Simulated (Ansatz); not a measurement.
**As2H3+ (triplet): from Hartree-Fock to the top rungs, cc-pVDZ**

An exercise on one series of results from a longer session: the logs are not shown, and one member is left open.

Computed with Ansatz 0.2.0, Gaussian basis. Level: cc-pVDZ, core rule «outside noble gas», up to 28 orbitals frozen.

Plan: UHF; CCSD(T) on ROHF; CCSD(T) on UHF; BCCD(T) on ROHF; CISD as a restricted active space (open shells left free, so some higher excitations enter); CCSDT(Q) on ROHF; CCSDT(Q) on UHF.

22 further runs of the same task are left out: 8 that didn't finish, 14 set aside as unsound or not needed. Runs told in other sessions of the task aren't counted.

## The system

The geometry is a PBE0/def2-TZVP stationary point (not a proven minimum) of the parent state, kept for this charge and spin. No spin-orbit coupling is included. The filled d shell of As may be among the frozen orbitals whatever the setting's name suggests.

5 atoms, charge 1, spin multiplicity 3.

Atoms are counted from 1 here; the program's logs count them from 0.

Bond lengths: As1–As2 2.421 Å, As1–H3 1.524 Å, As1–H4 1.522 Å, As2–H5 1.528 Å. Angles: As2–As1–H3 95.2°, As2–As1–H4 93.7°, H3–As1–H4 92.9°, As1–As2–H5 90.7°.

Set-up of the first run:

in.yaml reads:

```yaml
crystal:
  periodic: [false, false, false]
  atoms:
    - {symbol: As, position_ang: [0.044935, 0.028439, 1.200164]}
    - {symbol: As, position_ang: [-0.020577, -0.040135, -1.219332]}
    - {symbol: H, position_ang: [-1.295538, 0.736132, 1.353769]}
    - {symbol: H, position_ang: [-0.578949, -1.351358, 1.353196]}
    - {symbol: H, position_ang: [0.063884, 1.484618, -1.282235]}
basis:
  gaussian: {orbitals: cc-pVDZ}
total_charge: 1
magnetization: {spin_polarized: true, initial_magnetization: 2}
hamiltonian: {xc: hf}
output: {orbitals: {seedname: orbitals}}
```

Run with:

```console
$ ansatz run in.yaml --threads 1 --pin off --events-out ev --progress --plain --max-ram 2393MiB
```

Among the steps run: UHF; CCSD(T) on ROHF; CCSD(T) on UHF; BCCD(T) on ROHF; CISD as a restricted active space (open shells left free, so some higher excitations enter); CCSDT(Q) on ROHF; CCSDT(Q) on UHF.

One table of the session follows, with a row left open; its other results are not shown here.

It belongs to the step «Misses and costs». 

| method | from UCCSDT(Q) (meV) |
| --- | --- |
| ROHF | +6535.2 |
| UHF | +6229.4 |
| RMP2 | +1342.3 |
| UMP2 | ? |
| CISD | +800.6 |
| RCCSD | +243.2 |
| UCCSD | +225.8 |
| RCCSD(T) | +53.3 |
| UCCSD(T) | +46.7 |
| BCCD(T) | +52.1 |
| RCCSDT | +17.8 |
| UCCSDT | +9.7 |
| RCCSDT(Q) | +7.7 |
| UCCSDT(Q) | 0 |

**Question.** Estimate the row for UMP2.

As computed: from UCCSDT(Q) (meV): +1366.4. In the column «from UCCSDT(Q) (meV)» it lies between RMP2 (+1342.3) and UHF (+6229.4).

Caveats from the session: Restricted and unrestricted rows rest on different reference determinants; a gap between their highest levels can come from leftover correlation error, from unlike frozen cores or from another state.
